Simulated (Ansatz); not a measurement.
# Al30Ga: the cost of one run

All numbers below are computed with Ansatz 0.2.0 (DFT PBE+D3(BJ), plane waves, PAW, scalar-relativistic, no spin polarisation).

**1. Starting point**

The cell holds 31 atoms (Al30Ga): a = 8.100 Å, b = 8.100 Å, c = 8.100 Å, α = 90.00°, β = 90.00°, γ = 90.00°.

Its coordinates follow in the input file.

**2. End point A**

Input file input.yaml:

```yaml
crystal:
  lattice:
    - [8.1, 0.0, 0.0]
    - [0.0, 8.1, 0.0]
    - [0.0, 0.0, 8.1]
  atoms:
    - { symbol: Al, position: [0.4986474, 0.0014556, 0.0003373] }
    - { symbol: Al, position: [0.7517209, 0.2453922, 0.0033546] }
    - { symbol: Al, position: [0.7526673, -0.0017032, 0.2455544] }
    - { symbol: Al, position: [0.0023566, 0.0015272, -0.0017275] }
    - { symbol: Al, position: [0.2503687, 0.2509158, 0.0045331] }
    - { symbol: Al, position: [0.4981897, 0.5036726, 0.0036413] }
    - { symbol: Al, position: [0.749051, 0.7472233, -0.0017915] }
    - { symbol: Al, position: [0.2506757, 0.0005148, 0.2515501] }
    - { symbol: Ga, position: [0.4954477, 0.2501614, 0.2450414] }
    - { symbol: Al, position: [0.7515627, 0.5012324, 0.246592] }
    - { symbol: Al, position: [0.4976297, -0.0022276, 0.498315] }
    - { symbol: Al, position: [0.7446741, 0.2536055, 0.4963408] }
    - { symbol: Al, position: [0.7548559, -0.004592, 0.7595538] }
    - { symbol: Al, position: [-0.0017888, 0.5047759, -0.0073947] }
    - { symbol: Al, position: [0.2554644, 0.7496961, 0.000424] }
    - { symbol: Al, position: [0.0008503, 0.2511797, 0.2485861] }
    - { symbol: Al, position: [0.2473518, 0.5034238, 0.2504615] }
    - { symbol: Al, position: [0.4971657, 0.7475081, 0.2467755] }
    - { symbol: Al, position: [-0.001074, -0.0047395, 0.5018312] }
    - { symbol: Al, position: [0.2445469, 0.2519724, 0.5070018] }
    - { symbol: Al, position: [0.7540005, 0.7542388, 0.4935204] }
    - { symbol: Al, position: [0.2470546, -0.0025526, 0.7496126] }
    - { symbol: Al, position: [0.5038571, 0.2477706, 0.7482073] }
    - { symbol: Al, position: [0.7465424, 0.4949826, 0.7464754] }
    - { symbol: Al, position: [-0.0006108, 0.747904, 0.2470774] }
    - { symbol: Al, position: [0.0042863, 0.5041204, 0.4978471] }
    - { symbol: Al, position: [0.2453808, 0.7584174, 0.5024195] }
    - { symbol: Al, position: [0.0033228, 0.2574597, 0.7457566] }
    - { symbol: Al, position: [0.2487211, 0.5011761, 0.7509281] }
    - { symbol: Al, position: [0.494598, 0.7557824, 0.7553168] }
    - { symbol: Al, position: [-0.00189, 0.7520042, 0.7566751] }
basis:
  ecutwfc: 420.0
kpoints:
  mp_grid: { grid: [3, 3, 3] }
hamiltonian:
  xc: pbe
  dispersion: d3bj
  pseudopotentials: { kind: paw, azcp: { folder: soft_1 } }
scf:
  occupations: { method: gaussian, width: 0.05 }
  lower_state_search: "off"
relax:
  f_tol: 0.03
  max_steps: 60
  adjacent_minimum: "off"
```

Started as:

```sh
> ansatz run input.yaml --threads 4 --pin off --max-ram 10240MiB --backend cpu --events-out ev --progress --plain --runs-dir out
```

What time and memory should one allow on 4 threads of Arm Neoverse V1, shared host?

About 40 s, with a peak of 1.4 GiB.
